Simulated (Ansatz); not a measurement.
# Sm3H2: from a guess to a relaxed structure

Aim: relax a trial structure of Sm3H2 and see where it ends.

Program: Ansatz 0.2.0. Level of theory: DFT PBE, scalar-relativistic, plane waves, PAW; 4f electrons in the core of a trivalent norm-conserving potential. These are calculated values, not measurements.

2 further runs of the same task are left out: 1 that didn't finish, 1 set aside as unsound or not needed.

### Step 1. The system as given

It takes space group P-6m2 (No. 187, hexagonal). The conventional cell has a = 4.370 Å, b = 4.370 Å, c = 5.421 Å, α = 90.00°, β = 90.00°, γ = 120.00°. Sm (site symmetry 3m) has 5 Sm at 2.63 to 2.88 Å and 6 H at 2.84 to 2.88 Å in its first shell of neighbours. Sm (site symmetry -6m2) is surrounded by 5 H at 2.52 to 2.71 Å and 6 Sm at 2.88 Å. Around H (site symmetry -6m2) lie 8 Sm at 2.71 to 2.84 Å. H (site symmetry -6m2) has 9 Sm at 2.52 to 2.88 Å in its first shell of neighbours.

Coordinates:

```
CELL_PARAMETERS angstrom
4.37038 0.00000 0.00000
-2.18519 3.78486 0.00000
0.00000 0.00000 5.42077
ATOMIC_POSITIONS crystal
Sm 0.66667 0.33333 0.24227
Sm 0.66667 0.33333 0.75773
Sm 0.00000 0.00000 0.50000
H 0.00000 0.00000 0.00000
H 0.33333 0.66667 0.50000
```

A structure generator made this guess: species swapped into a database cell of Co3Ge2 (P-6m2, No. 187), with Sm on the Co sites and H on the Ge sites. The dimensions are guesses.

### Step 2. Probe: one point on a coarse mesh

The input, input.yaml:

```yaml
crystal:
  lattice:
    - [4.37037618, 0.0, 0.0]
    - [-2.18518809, 3.78485679, 0.0]
    - [0.0, 0.0, 5.42077063]
  atoms:
    - { symbol: Sm, position: [0.66666667, 0.33333333, 0.24226978] }
    - { symbol: Sm, position: [0.66666667, 0.33333333, 0.75773022] }
    - { symbol: Sm, position: [0.0, 0.0, 0.5] }
    - { symbol: H, position: [0.0, 0.0, 0.0] }
    - { symbol: H, position: [0.33333333, 0.66666667, 0.5] }
basis:
  ecutwfc: 690
kpoints:
  mp_grid: { grid: [6, 6, 4] }
hamiltonian:
  xc: pbe
  pseudopotentials:
    kind: paw
    azcp: { Sm: "pseudopotentials/pbe/nc/lanthanide_3plus/Sm.nc.azcp" }
scf:
  occupations: { method: gaussian, width: 0.1 }
  lower_state_search: "off"
output:
  forces: true
  stress: true
  eigenvalues: true
```

Command:

```sh
$ ansatz run input.yaml --threads 1 --pin off --max-ram 2560MiB --backend cpu --events-out ev --progress --plain --runs-dir out
```

Further runs follow: rough relaxation on the coarse mesh; relaxation on the finer mesh.

What does the calculation give? Wanted: conventional cell; volume; energy over the elements; gap on the mesh.

**Answer**, as computed:

| quantity | value |
| --- | --- |
| symmetry at the end (tolerance 0.05 Å) | space group P-6m2 (No. 187) |
| conventional cell | a = 3.682 Å, b = 3.682 Å, c = 9.233 Å, α = 90.00°, β = 90.00°, γ = 120.00° |
| volume | 21.68 Å³/atom |
| energy over the elements (uncorrected; H, N, O, F and Cl as molecules) | -0.08 eV/atom |
| gap on the mesh | none (metal) |

**Reading.** The space group P-6m2 (No. 187) is kept, and the volume per atom grows by 20.9 % from the first guess. A negative formation energy is needed for stability but isn't enough; other structures and compounds were not set against it here. No finished test with a distortion of lower symmetry is shown, so the end may be a saddle point. Spin-orbit coupling is left out for Sm. The lanthanide's 4f electrons sit in the core of its potential, so it is trivalent by construction and shows no f bands or moments.

No U or exact exchange acts on the 4f shell of Sm, so a metallic reading can be the functional's.
